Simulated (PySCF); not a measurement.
# trimethylborane (C₃H₉B): NMR shifts at several levels of theory, part 2 of 2

PySCF 2.14.0. Atoms count from 0. The steps go on from the part before.

## 9. Shielding tensors: KT2/pcSseg-2

The job: settings as JSON, then the geometry in Å.

```
{"job": {"kind": "nmr", "xc": "KT2", "basis": "pcSseg-2", "pop": false}, "charge": 0, "multiplicity": 1}
C     -0.323826     1.543088     0.144848
B     -0.020271    -0.001431     0.088893
C      1.463931    -0.499834     0.257437
C     -1.166684    -1.053347    -0.141282
H      0.190405     2.042082    -0.696912
H      0.127265     1.984757     1.051239
H     -1.388143     1.817962     0.112135
H      2.236470     0.252497     0.037884
H      1.685497    -1.429196    -0.290519
H      1.567632    -0.755198     1.331233
H     -1.248820    -1.161822    -1.241766
H     -0.942562    -2.059716     0.245420
H     -2.159064    -0.730973     0.209550
```

With the program's defaults for keys left out, this is: GIAO KT2/pcSseg-2 NMR shielding, non-relativistic, gas phase.

Log:

```text
coarse grid: 9928 points
cycle   1  E = -147.1059347436  dE = -2.968e-02  |g| = 6.578e-01  |ddm| = 2.057e+00
cycle   2  E = -146.9641406984  dE =  1.418e-01  |g| = 9.511e-01  |ddm| = 1.246e+00
cycle   3  E = -147.2260825215  dE = -2.619e-01  |g| = 5.348e-02  |ddm| = 8.808e-01
cycle   4  E = -147.2267765810  dE = -6.941e-04  |g| = 2.869e-02  |ddm| = 8.286e-02
cycle   5  E = -147.2270148497  dE = -2.383e-04  |g| = 1.426e-03  |ddm| = 2.565e-02
cycle   6  E = -147.2270153985  dE = -5.489e-07  |g| = 2.972e-04  |ddm| = 1.478e-03
final grid: 93184 points
cycle   7  E = -147.2362517481  dE = -2.930e-04  |g| = 6.824e-03  |ddm| = 1.202e-01
cycle   8  E = -147.2362392262  dE =  1.252e-05  |g| = 9.230e-03  |ddm| = 1.197e-02
cycle   9  E = -147.2362632978  dE = -2.407e-05  |g| = 5.981e-04  |ddm| = 7.387e-03
cycle  10  E = -147.2362633841  dE = -8.623e-08  |g| = 1.750e-04  |ddm| = 6.052e-04
cycle  11  E = -147.2362633911  dE = -7.017e-09  |g| = 6.460e-05  |ddm| = 2.004e-04
cycle  12  E = -147.2362633923  dE = -1.192e-09  |g| = 6.609e-06  |ddm| = 6.479e-05
cycle  13  E = -147.2362633923  dE = -1.347e-11  |g| = 1.453e-06  |ddm| = 6.875e-06
converged SCF energy = -147.2362633923

GIAO shielding tensors (ppm)
atom      isotropic    diamagn.    paramagn.     s11        s22        s33       span
  0 C      167.224     245.188     -77.964    148.930    168.220    184.521     35.591
  1 B       12.441     191.744    -179.303    -42.750    -37.281    117.356    160.106
  2 C      166.719     245.528     -78.809    148.850    167.958    183.350     34.500
  3 C      165.353     245.469     -80.116    149.385    163.709    182.963     33.578
  4 H       30.450      30.125       0.325     26.956     29.266     35.129      8.173
  5 H       30.249      29.981       0.268     26.767     29.428     34.553      7.785
  6 H       30.280      30.477      -0.198     26.810     29.263     34.766      7.956
  7 H       30.241      30.477      -0.236     26.708     29.499     34.517      7.809
  8 H       30.188      30.470      -0.282     26.701     29.435     34.427      7.725
  9 H       30.840      29.856       0.984     27.460     29.455     35.603      8.143
 10 H       30.667      29.992       0.675     27.452     29.293     35.256      7.804
 11 H       30.108      30.344      -0.236     26.610     29.455     34.258      7.648
 12 H       30.123      30.344      -0.220     26.602     29.164     34.604      8.002
```

Run time: 56 s. Hardware: 1 thread of Intel Xeon Platinum 8375C at 2.90GHz, shared host; peak memory 0.69 GiB.

Key values: δ C0 15.8, B1 85.8, H4 0.83 ppm (means over like atoms).

## 10. Shielding tensors: KT3/pcSseg-2

Same as in step 9 but for these lines:

```diff
@@ -1,2 +1,2 @@
-{"job": {"kind": "nmr", "xc": "KT2", "basis": "pcSseg-2", "pop": false}, "charge": 0, "multiplicity": 1}
+{"job": {"kind": "nmr", "xc": "KT3", "basis": "pcSseg-2", "pop": false}, "charge": 0, "multiplicity": 1}
 C     -0.323826     1.543088     0.144848
```

With the program's defaults for keys left out, this is: GIAO KT3/pcSseg-2 NMR shielding, non-relativistic, gas phase.

Log:

```text
coarse grid: 9928 points
cycle   1  E = -146.9540371651  dE = -4.746e-02  |g| = 6.621e-01  |ddm| = 2.043e+00
cycle   2  E = -146.7970940808  dE =  1.569e-01  |g| = 9.725e-01  |ddm| = 1.444e+00
cycle   3  E = -147.0772577178  dE = -2.802e-01  |g| = 5.617e-02  |ddm| = 1.060e+00
cycle   4  E = -147.0779958745  dE = -7.382e-04  |g| = 3.028e-02  |ddm| = 9.049e-02
cycle   5  E = -147.0782583198  dE = -2.624e-04  |g| = 9.831e-04  |ddm| = 2.667e-02
cycle   6  E = -147.0782585758  dE = -2.560e-07  |g| = 3.208e-04  |ddm| = 1.919e-03
final grid: 93184 points
cycle   7  E = -147.0837297747  dE = -2.612e-04  |g| = 2.444e-03  |ddm| = 9.708e-02
cycle   8  E = -147.0837295596  dE =  2.151e-07  |g| = 2.193e-03  |ddm| = 3.198e-03
cycle   9  E = -147.0837307249  dE = -1.165e-06  |g| = 6.825e-04  |ddm| = 2.137e-03
cycle  10  E = -147.0837308528  dE = -1.279e-07  |g| = 1.340e-04  |ddm| = 6.459e-04
cycle  11  E = -147.0837308582  dE = -5.428e-09  |g| = 2.552e-05  |ddm| = 1.427e-04
cycle  12  E = -147.0837308584  dE = -1.597e-10  |g| = 7.397e-06  |ddm| = 2.154e-05
converged SCF energy = -147.0837308584

GIAO shielding tensors (ppm)
atom      isotropic    diamagn.    paramagn.     s11        s22        s33       span
  0 C      167.219     244.440     -77.221    150.782    167.407    183.468     32.685
  1 B       15.040     194.133    -179.093    -38.274    -33.138    116.532    154.807
  2 C      166.703     244.751     -78.048    150.850    167.147    182.113     31.263
  3 C      165.494     244.591     -79.097    151.508    163.154    181.820     30.312
  4 H       30.635      30.101       0.534     27.167     29.476     35.262      8.096
  5 H       30.443      29.873       0.570     26.978     29.634     34.715      7.737
  6 H       30.487      30.378       0.108     27.039     29.471     34.950      7.911
  7 H       30.446      30.403       0.043     26.931     29.703     34.702      7.771
  8 H       30.391      30.373       0.018     26.917     29.644     34.612      7.695
  9 H       31.011      29.861       1.149     27.681     29.642     35.709      8.028
 10 H       30.844      30.020       0.823     27.675     29.477     35.379      7.705
 11 H       30.314      30.204       0.110     26.827     29.663     34.453      7.626
 12 H       30.327      30.193       0.135     26.821     29.371     34.790      7.968
```

It took 44 s on 1 thread of Intel Xeon Platinum 8375C at 2.90GHz, shared host; peak memory 0.7 GiB.

This run: δ C0 14.8, B1 83.6, H4 0.81 ppm (means over like atoms).

## 11. Shielding tensors: B97-D/pcSseg-2

Same as in step 10 but for these lines:

```diff
@@ -1,2 +1,2 @@
-{"job": {"kind": "nmr", "xc": "KT3", "basis": "pcSseg-2", "pop": false}, "charge": 0, "multiplicity": 1}
+{"job": {"kind": "nmr", "xc": "B97-D", "basis": "pcSseg-2", "pop": false}, "charge": 0, "multiplicity": 1}
 C     -0.323826     1.543088     0.144848
```

With the program's defaults for keys left out, this is: GIAO B97-D/pcSseg-2 NMR shielding, non-relativistic, gas phase.

Log:

```text
coarse grid: 9928 points
cycle   1  E = -144.4238224739  dE = -5.884e-02  |g| = 6.873e-01  |ddm| = 2.162e+00
cycle   2  E = -144.2633177071  dE =  1.605e-01  |g| = 1.004e+00  |ddm| = 1.345e+00
cycle   3  E = -144.5507154313  dE = -2.874e-01  |g| = 5.584e-02  |ddm| = 9.829e-01
cycle   4  E = -144.5514185450  dE = -7.031e-04  |g| = 3.277e-02  |ddm| = 8.321e-02
cycle   5  E = -144.5517257994  dE = -3.073e-04  |g| = 1.283e-03  |ddm| = 2.812e-02
cycle   6  E = -144.5517262125  dE = -4.131e-07  |g| = 3.943e-04  |ddm| = 1.804e-03
final grid: 93184 points
cycle   7  E = -144.5490251564  dE = -1.454e-04  |g| = 4.201e-03  |ddm| = 5.565e-02
cycle   8  E = -144.5490222091  dE =  2.947e-06  |g| = 5.333e-03  |ddm| = 6.230e-03
cycle   9  E = -144.5490293822  dE = -7.173e-06  |g| = 3.704e-04  |ddm| = 3.479e-03
cycle  10  E = -144.5490293986  dE = -1.645e-08  |g| = 2.710e-04  |ddm| = 5.049e-04
cycle  11  E = -144.5490294199  dE = -2.132e-08  |g| = 3.074e-05  |ddm| = 2.487e-04
cycle  12  E = -144.5490294202  dE = -2.757e-10  |g| = 4.891e-06  |ddm| = 3.028e-05
converged SCF energy = -144.5490294202

GIAO shielding tensors (ppm)
atom      isotropic    diamagn.    paramagn.     s11        s22        s33       span
  0 C      164.797     245.520     -80.723    148.167    165.125    181.100     32.933
  1 B       11.742     193.848    -182.106    -42.390    -37.070    114.688    157.078
  2 C      164.253     245.637     -81.384    148.326    164.678    179.755     31.429
  3 C      163.033     245.849     -82.816    149.004    160.650    179.444     30.441
  4 H       30.667      30.317       0.350     27.244     29.588     35.169      7.925
  5 H       30.482      30.143       0.338     27.070     29.754     34.621      7.551
  6 H       30.527      30.643      -0.116     27.127     29.583     34.872      7.745
  7 H       30.490      30.601      -0.111     27.023     29.826     34.621      7.598
  8 H       30.433      30.560      -0.128     27.008     29.766     34.524      7.516
  9 H       31.037      30.052       0.986     27.755     29.750     35.607      7.852
 10 H       30.872      30.247       0.624     27.752     29.585     35.278      7.526
 11 H       30.361      30.486      -0.125     26.925     29.787     34.370      7.446
 12 H       30.363      30.483      -0.119     26.898     29.488     34.703      7.805
```

Wall time 44 s (1 thread of Intel Xeon Platinum 8375C at 2.90GHz, shared host); peak memory 0.71 GiB.

Key values: δ C0 15.0, B1 84.6, H4 0.81 ppm (means over like atoms).

## 12. Shielding tensors: B3LYP/pcSseg-2

Same as in step 11 but for these lines:

```diff
@@ -1,2 +1,2 @@
-{"job": {"kind": "nmr", "xc": "B97-D", "basis": "pcSseg-2", "pop": false}, "charge": 0, "multiplicity": 1}
+{"job": {"kind": "nmr", "xc": "B3LYP", "basis": "pcSseg-2", "pop": false}, "charge": 0, "multiplicity": 1}
 C     -0.323826     1.543088     0.144848
```

With the program's defaults for keys left out, this is: GIAO B3LYP/pcSseg-2 NMR shielding, non-relativistic, gas phase.

Log:

```text
coarse grid: 9928 points
cycle   1  E = -144.5797108456  dE =  4.286e-04  |g| = 5.823e-01  |ddm| = 2.113e+00
cycle   2  E = -144.5371158337  dE =  4.260e-02  |g| = 6.950e-01  |ddm| = 8.942e-01
cycle   3  E = -144.6688407745  dE = -1.317e-01  |g| = 2.560e-02  |ddm| = 5.436e-01
cycle   4  E = -144.6689656778  dE = -1.249e-04  |g| = 1.746e-02  |ddm| = 3.934e-02
cycle   5  E = -144.6690526064  dE = -8.693e-05  |g| = 6.271e-04  |ddm| = 1.570e-02
cycle   6  E = -144.6690527251  dE = -1.187e-07  |g| = 1.443e-04  |ddm| = 8.538e-04
final grid: 93184 points
cycle   7  E = -144.6750004820  dE = -8.558e-05  |g| = 6.533e-03  |ddm| = 4.193e-02
cycle   8  E = -144.6749965765  dE =  3.905e-06  |g| = 7.527e-03  |ddm| = 7.997e-03
cycle   9  E = -144.6750106311  dE = -1.405e-05  |g| = 2.749e-04  |ddm| = 4.646e-03
cycle  10  E = -144.6750106444  dE = -1.338e-08  |g| = 1.861e-04  |ddm| = 4.328e-04
cycle  11  E = -144.6750106547  dE = -1.030e-08  |g| = 1.494e-05  |ddm| = 1.737e-04
cycle  12  E = -144.6750106548  dE = -5.230e-11  |g| = 2.534e-06  |ddm| = 1.136e-05
converged SCF energy = -144.6750106548

GIAO shielding tensors (ppm)
atom      isotropic    diamagn.    paramagn.     s11        s22        s33       span
  0 C      164.257     242.899     -78.641    146.266    165.048    181.458     35.192
  1 B        5.518     191.754    -186.235    -52.100    -46.577    115.232    167.333
  2 C      163.659     243.007     -79.347    146.100    164.665    180.213     34.112
  3 C      162.389     243.189     -80.800    146.705    160.557    179.904     33.199
  4 H       30.670      30.182       0.488     27.143     29.589     35.276      8.133
  5 H       30.476      30.084       0.392     26.975     29.738     34.714      7.739
  6 H       30.483      30.590      -0.107     27.002     29.549     34.898      7.896
  7 H       30.455      30.552      -0.098     26.912     29.797     34.655      7.743
  8 H       30.402      30.493      -0.090     26.899     29.738     34.570      7.671
  9 H       31.055      29.948       1.107     27.633     29.792     35.740      8.107
 10 H       30.893      30.064       0.829     27.631     29.633     35.413      7.782
 11 H       30.329      30.434      -0.105     26.820     29.758     34.408      7.588
 12 H       30.330      30.430      -0.100     26.785     29.462     34.743      7.958
```

It took 34 s on 1 thread of Intel Xeon Platinum 8375C at 2.90GHz, shared host; peak memory 0.91 GiB.

This run: δ C0 15.8, B1 90.9, H4 0.82 ppm (means over like atoms).

## 13. NMR shieldings: PBE0/pcSseg-2

Same as in step 12 but for these lines:

```diff
@@ -1,2 +1,2 @@
-{"job": {"kind": "nmr", "xc": "B3LYP", "basis": "pcSseg-2", "pop": false}, "charge": 0, "multiplicity": 1}
+{"job": {"kind": "nmr", "xc": "PBE0", "basis": "pcSseg-2", "pop": false}, "charge": 0, "multiplicity": 1}
 C     -0.323826     1.543088     0.144848
```

Method: GIAO PBE0/pcSseg-2 NMR shielding, non-relativistic, gas phase.

Log:

```text
coarse grid: 9928 points
cycle   1  E = -144.3951356432  dE =  1.399e-02  |g| = 5.117e-01  |ddm| = 2.123e+00
cycle   2  E = -144.3796686521  dE =  1.547e-02  |g| = 5.622e-01  |ddm| = 7.400e-01
cycle   3  E = -144.4648511111  dE = -8.518e-02  |g| = 1.880e-02  |ddm| = 4.177e-01
cycle   4  E = -144.4649162601  dE = -6.515e-05  |g| = 1.306e-02  |ddm| = 2.727e-02
cycle   5  E = -144.4649639310  dE = -4.767e-05  |g| = 4.157e-04  |ddm| = 1.138e-02
cycle   6  E = -144.4649639880  dE = -5.698e-08  |g| = 1.230e-04  |ddm| = 7.024e-04
final grid: 93184 points
cycle   7  E = -144.4660133735  dE = -8.418e-05  |g| = 7.405e-03  |ddm| = 3.557e-02
cycle   8  E = -144.4660104074  dE =  2.966e-06  |g| = 8.142e-03  |ddm| = 9.267e-03
cycle   9  E = -144.4660272617  dE = -1.685e-05  |g| = 1.796e-04  |ddm| = 5.096e-03
cycle  10  E = -144.4660272658  dE = -4.118e-09  |g| = 1.401e-04  |ddm| = 2.822e-04
cycle  11  E = -144.4660272714  dE = -5.633e-09  |g| = 7.724e-06  |ddm| = 1.231e-04
cycle  12  E = -144.4660272715  dE = -1.637e-11  |g| = 1.948e-06  |ddm| = 7.599e-06
converged SCF energy = -144.4660272715

GIAO shielding tensors (ppm)
atom      isotropic    diamagn.    paramagn.     s11        s22        s33       span
  0 C      168.663     245.220     -76.558    149.962    170.671    185.356     35.394
  1 B        9.066     194.791    -185.725    -48.749    -43.269    119.215    167.964
  2 C      168.090     245.308     -77.218    149.783    170.089    184.398     34.615
  3 C      166.811     245.615     -78.805    150.288    166.076    184.068     33.780
  4 H       30.520      30.137       0.383     26.839     29.305     35.417      8.578
  5 H       30.319      29.964       0.355     26.664     29.458     34.834      8.169
  6 H       30.299      30.417      -0.118     26.675     29.302     34.921      8.246
  7 H       30.272      30.359      -0.086     26.586     29.537     34.694      8.108
  8 H       30.225      30.348      -0.123     26.576     29.471     34.629      8.053
  9 H       30.918      29.871       1.047     27.336     29.501     35.918      8.583
 10 H       30.757      30.087       0.670     27.335     29.341     35.594      8.259
 11 H       30.148      30.283      -0.135     26.497     29.497     34.450      7.954
 12 H       30.152      30.295      -0.143     26.463     29.201     34.791      8.329
```

It took 38 s on 1 thread of Intel Xeon Platinum 8375C at 2.90GHz, shared host; peak memory 0.91 GiB.

In short: δ C0 16.3, B1 90.0, H4 0.84 ppm (means over like atoms).

## 14. Nuclear shieldings: mPW1PW91/pcSseg-2

Same as in step 13 but for these lines:

```diff
@@ -1,2 +1,2 @@
-{"job": {"kind": "nmr", "xc": "PBE0", "basis": "pcSseg-2", "pop": false}, "charge": 0, "multiplicity": 1}
+{"job": {"kind": "nmr", "xc": "mPW1PW91", "basis": "pcSseg-2", "pop": false}, "charge": 0, "multiplicity": 1}
 C     -0.323826     1.543088     0.144848
```

Level: GIAO mPW1PW91/pcSseg-2 NMR shielding, non-relativistic, gas phase.

Log:

```text
coarse grid: 9928 points
cycle   1  E = -144.5539024695  dE =  1.305e-02  |g| = 5.152e-01  |ddm| = 2.112e+00
cycle   2  E = -144.5396518518  dE =  1.425e-02  |g| = 5.608e-01  |ddm| = 7.480e-01
cycle   3  E = -144.6242258622  dE = -8.457e-02  |g| = 1.934e-02  |ddm| = 4.256e-01
cycle   4  E = -144.6242953081  dE = -6.945e-05  |g| = 1.334e-02  |ddm| = 2.818e-02
cycle   5  E = -144.6243452296  dE = -4.992e-05  |g| = 4.269e-04  |ddm| = 1.164e-02
cycle   6  E = -144.6243452893  dE = -5.965e-08  |g| = 1.223e-04  |ddm| = 6.964e-04
final grid: 93184 points
cycle   7  E = -144.6254690415  dE = -8.144e-05  |g| = 5.851e-03  |ddm| = 3.362e-02
cycle   8  E = -144.6254673656  dE =  1.676e-06  |g| = 6.376e-03  |ddm| = 7.534e-03
cycle   9  E = -144.6254777122  dE = -1.035e-05  |g| = 1.445e-04  |ddm| = 4.032e-03
cycle  10  E = -144.6254777147  dE = -2.511e-09  |g| = 1.165e-04  |ddm| = 2.473e-04
cycle  11  E = -144.6254777186  dE = -3.899e-09  |g| = 7.611e-06  |ddm| = 1.020e-04
cycle  12  E = -144.6254777187  dE = -1.711e-11  |g| = 1.898e-06  |ddm| = 7.374e-06
converged SCF energy = -144.6254777187

GIAO shielding tensors (ppm)
atom      isotropic    diamagn.    paramagn.     s11        s22        s33       span
  0 C      168.190     245.274     -77.084    149.741    170.223    184.606     34.865
  1 B        9.550     194.812    -185.262    -47.805    -42.366    118.823    166.628
  2 C      167.622     245.383     -77.761    149.598    169.609    183.659     34.060
  3 C      166.360     245.647     -79.286    150.112    165.629    183.340     33.228
  4 H       30.576      30.135       0.441     26.910     29.373     35.446      8.536
  5 H       30.377      29.958       0.419     26.735     29.524     34.871      8.135
  6 H       30.357      30.409      -0.052     26.741     29.369     34.961      8.221
  7 H       30.331      30.357      -0.026     26.653     29.603     34.736      8.084
  8 H       30.283      30.348      -0.065     26.643     29.537     34.671      8.028
  9 H       30.971      29.879       1.092     27.407     29.564     35.941      8.534
 10 H       30.812      30.089       0.723     27.407     29.406     35.622      8.215
 11 H       30.208      30.271      -0.063     26.564     29.564     34.495      7.932
 12 H       30.210      30.281      -0.072     26.530     29.267     34.831      8.301
```

Run time: 42 s. Hardware: 1 thread of Intel Xeon Platinum 8375C at 2.90GHz, shared host; peak memory 0.91 GiB.

In short: δ C0 16.1, B1 89.6, H4 0.83 ppm (means over like atoms).

## 15. Run by run: NMR shifts

Shifts (ppm), means over like atoms, with basis size and wall time (the measured row can stand on another reference than the computed rows):

```tsv
run	C0	H4	B1	functions	time
HF/pcSseg-2	14.3	0.74	82.6	270	16 s
LDA/pcSseg-2	18.0	0.92	96.5	270	35 s
PBE/pcSseg-2	16.7	0.88	91.5	270	41 s
BLYP/pcSseg-2	15.9	0.85	91.7	270	43 s
BP86/pcSseg-2	16.5	0.86	90.2	270	50 s
OPBE/pcSseg-2	15.9	0.87	85.4	270	51 s
KT2/pcSseg-2	15.8	0.83	85.8	270	56 s
KT3/pcSseg-2	14.8	0.81	83.6	270	44 s
B97-D/pcSseg-2	15.0	0.81	84.6	270	44 s
B3LYP/pcSseg-2	15.8	0.82	90.9	270	34 s
PBE0/pcSseg-2	16.3	0.84	90.0	270	38 s
mPW1PW91/pcSseg-2	16.1	0.83	89.6	270	42 s
measured	–	–	86.2	–	–
```

Measured: Macháček, Bühl, Fanfrlík, Hnyk, 11B NMR of BX3 and BX4-, J. Phys. Chem. A (author manuscript).

## 16. Results

This closing draws on all 2 parts.

```
                                                             quantity                 value
                                                          point group                    C1
                                 rotational constants (main isotopes)  7.38, 7.18, 3.90 GHz
13C shifts against TMS (HF/pcSseg-2, means over atoms taken as alike)              14.3 ppm
 1H shifts against TMS (HF/pcSseg-2, means over atoms taken as alike)              0.74 ppm
                            11B shifts against BF3·OEt2 (HF/pcSseg-2)              82.6 ppm
                             measured, and computed on the same scale   B1 δ 86.2, 82.6 ppm
                                             range of the shift of B1      82.6 to 96.5 ppm
```

**Reading.** Single values in the summary come from the first run of each kind that ended normally (HF/pcSseg-2), which need not be the best level. The start was shaken at random, so part of the energy gained undoes that. Over 14 steps the energy fell by 0.892 eV; of the close pairs, C3–H12 changed most, 1.259 to 1.101 Å. No frequency check was run at this level, so the end point may be a saddle. At HF/pcSseg-2: The largest span, 145 ppm, is at B1, where the paramagnetic term is -165 ppm. The one measured 11B shift is missed by -3.6 ppm (computed less measured, unscaled). Vibration, temperature and solvent are missing from the calculation, and it holds one conformer, so part of the miss against the measured shifts is not the functional's. Across the 12 runs the shift of B1 moves most, between 82.6 (HF/pcSseg-2) and 96.5 ppm (LDA/pcSseg-2). For the one measured 11B shift, KT2/pcSseg-2 misses least (0.35 ppm, 56 s) and LDA/pcSseg-2 most (10.35 ppm, 35 s); the quickest, HF/pcSseg-2, misses by 3.61 ppm in 16 s. One molecule ranks no method: errors cancel, and vibration and temperature are missing from all runs.
